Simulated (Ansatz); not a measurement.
# C₄H₈O₃: a ladder of functionals and wavefunction methods

One table from this session's results is given with a row withheld; the runs are named, their logs left out.

Program: Ansatz 0.2.0, Gaussian basis. Level of theory: functionals in def2-TZVPP, the program's frozen cores in correlated methods. These are calculated values, not measurements.

Plan: PBE-D4, r2SCAN-D4, PBE0-D4, B3LYP-D4, ωB97X-V, ωB97M-V, B2PLYP; CCSD(T)/def2-TZVPP; MP2/def2-QZVPP; extrapolation to the limit.

### The geometry

All runs share one geometry, relaxed beforehand with PBE0-D4 in a triple-zeta def2 set.

SMILES `COCCOC=O`, 15 atoms, charge 0, spin multiplicity 1.

Atoms are counted from 1 here; the program's logs count them from 0.

Bond lengths: C1–O2 1.407 Å, C1–H8 1.090 Å, C1–H9 1.099 Å, C1–H10 1.095 Å, O2–C3 1.398 Å, C3–C4 1.514 Å, C3–H11 1.102 Å, C3–H12 1.093 Å, C4–O5 1.430 Å, C4–H13 1.090 Å, C4–H14 1.092 Å, O5–C6 1.331 Å, C6–O7 1.196 Å, C6–H15 1.099 Å. Angles: O2–C1–H8 106.9°, O2–C1–H9 111.0°, O2–C1–H10 112.1°, H8–C1–H9 108.8°, H8–C1–H10 108.5°, H9–C1–H10 109.4°, C1–O2–C3 114.2°, O2–C3–C4 114.2°, O2–C3–H11 111.1°, O2–C3–H12 106.2°, C4–C3–H11 108.0°, C4–C3–H12 109.1°, H11–C3–H12 108.0°, C3–C4–O5 110.1°, C3–C4–H13 112.2°, C3–C4–H14 109.5°, O5–C4–H13 109.4°, O5–C4–H14 106.3° and more.

Set-up of the first run:

in.yaml

```yaml
crystal:
  periodic: [false, false, false]
  atoms:
    - {symbol: C, position_ang: [1.255588, -0.952614, -1.083403]}
    - {symbol: O, position_ang: [0.567340, -1.273024, 0.101266]}
    - {symbol: C, position_ang: [0.641658, -0.288483, 1.090790]}
    - {symbol: C, position_ang: [-0.200867, 0.938038, 0.812066]}
    - {symbol: O, position_ang: [-1.585195, 0.582043, 0.764502]}
    - {symbol: C, position_ang: [-2.143521, 0.467372, -0.438420]}
    - {symbol: O, position_ang: [-1.626341, 0.698113, -1.492278]}
    - {symbol: H, position_ang: [1.236824, -1.842761, -1.711877]}
    - {symbol: H, position_ang: [2.301263, -0.689393, -0.871948]}
    - {symbol: H, position_ang: [0.777046, -0.132402, -1.628768]}
    - {symbol: H, position_ang: [1.681871, 0.040871, 1.244872]}
    - {symbol: H, position_ang: [0.295012, -0.757681, 2.015048]}
    - {symbol: H, position_ang: [0.079456, 1.426516, -0.121577]}
    - {symbol: H, position_ang: [-0.095657, 1.647331, 1.635286]}
    - {symbol: H, position_ang: [-3.184466, 0.136084, -0.315568]}
basis:
  gaussian: {orbitals: def2-TZVPP}
hamiltonian: {xc: pbe, dispersion: d4}
output: {forces: true, orbitals: {seedname: orbitals}}
```

Command:

```
$ ansatz run in.yaml --threads 2 --pin off --events-out ev --progress --plain --max-ram 31744MiB --backend cuda --devices 0, --max-vram 18GiB
```

Steps of the session up to this table: PBE-D4 (GGA); r2SCAN-D4 (meta-GGA); PBE0-D4 (hybrid); B3LYP-D4 (hybrid); ωB97X-V (range-separated); ωB97M-V (range-separated); B2PLYP (double hybrid); CCSD(T) in def2-TZVPP; MP2 in def2-QZVPP.

One of the session's tables, all rows but one given; the rest of the session is left out.

```
            method  atoms, summed (eV)  atomisation energy (kJ/mol)
            PBE-D4          -10346.036                       6323.9
         r2SCAN-D4          -10354.121                       6153.7
           PBE0-D4          -10348.098                       6158.4
          B3LYP-D4          -10360.571                       6125.4
           ωB97X-V          -10356.534                       6141.4
           ωB97M-V                   ?                            ?
            B2PLYP          -10352.647                       6068.2
     HF/def2-TZVPP          -10318.973                       4317.7
    MP2/def2-TZVPP          -10337.734                       6110.2
   CCSD/def2-TZVPP          -10341.311                       5861.2
CCSD(T)/def2-TZVPP          -10341.764                       5968.8
           MP2/CBS          -10341.376                       6265.7
       CCSD(T)/CBS          -10345.407                       6124.4
```

Estimate the missing values for ωB97M-V.

**Answer.** atoms, summed (eV): -10355.836; atomisation energy (kJ/mol): 6147.7. In the column «atoms, summed (eV)» it lies between ωB97X-V (-10356.534) and r2SCAN-D4 (-10354.121).
